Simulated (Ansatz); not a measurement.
**Cl₃GaH₂O: how energies converge with the basis set**

Aim: see how fast density functionals converge with the basis set for Cl₃GaH₂O.

Computed with Ansatz 0.2.0, Gaussian basis. Level: one geometry, several basis sets.

The runs, in order: PBE0-D4/def2-SVP; ωB97M-V/def2-SVP; PBE0-D4/def2-QZVPP; ωB97M-V/def2-QZVPP; the functionals' def2-TZVPP values are taken from earlier runs.

## (1) The geometry

The geometry comes from an earlier relaxation with PBE0-D4 in a triple-zeta def2 set; it is a stationary point, not always the lowest conformer.

7 atoms, charge 0, spin multiplicity 1.

Atoms are counted from 1 here; the program's logs count them from 0.

Bond lengths: O1–Ga2 2.077 Å, O1–H6 0.967 Å, O1–H7 0.967 Å, Ga2–Cl3 2.129 Å, Ga2–Cl4 2.152 Å, Ga2–Cl5 2.152 Å. Angles: Ga2–O1–H6 108.7°, Ga2–O1–H7 108.7°, H6–O1–H7 107.7°, O1–Ga2–Cl3 104.4°, O1–Ga2–Cl4 95.4°, O1–Ga2–Cl5 95.4°, Cl3–Ga2–Cl4 118.1°, Cl3–Ga2–Cl5 118.1°, Cl4–Ga2–Cl5 117.4°.

## (2) PBE0-D4 in def2-SVP

File in.yaml:

```yaml
crystal:
  periodic: [false, false, false]
  atoms:
    - {symbol: O, position_ang: [-0.635770, 0.529887, 0.907933]}
    - {symbol: Ga, position_ang: [0.528858, -0.539090, -0.439477]}
    - {symbol: Cl, position_ang: [1.439776, -2.062103, 0.737217]}
    - {symbol: Cl, position_ang: [-1.104862, -1.093183, -1.725411]}
    - {symbol: Cl, position_ang: [1.737269, 1.137296, -1.038784]}
    - {symbol: H, position_ang: [-1.555145, 0.506167, 0.610644]}
    - {symbol: H, position_ang: [-0.348825, 1.452826, 0.902278]}
basis:
  gaussian: {orbitals: def2-SVP}
hamiltonian: {xc: pbe0, dispersion: d4}
output: {orbitals: {seedname: orbitals}}
```

Further steps of the session: ωB97M-V in def2-SVP; PBE0-D4 in def2-QZVPP; ωB97M-V in def2-QZVPP.

Q: Predict the results of all the runs planned. Wanted: PBE0-D4: double and triple zeta above quadruple; ωB97M-V: double and triple zeta above quadruple.

**Answer**, as computed:

```
                                       quantity           value
PBE0-D4: double and triple zeta above quadruple  24.58, 2.39 eV
ωB97M-V: double and triple zeta above quadruple  24.33, 2.29 eV
```

For PBE0-D4 the step from double to triple zeta gains 22.19 eV and the next only 2.39 eV. Total energies overstate the basis error of differences, where much of it tends to cancel. The LUMO of ωB97M-V is positive and keeps falling with the basis (1.24 to 0.32 eV): an unbound level that the basis holds in place.
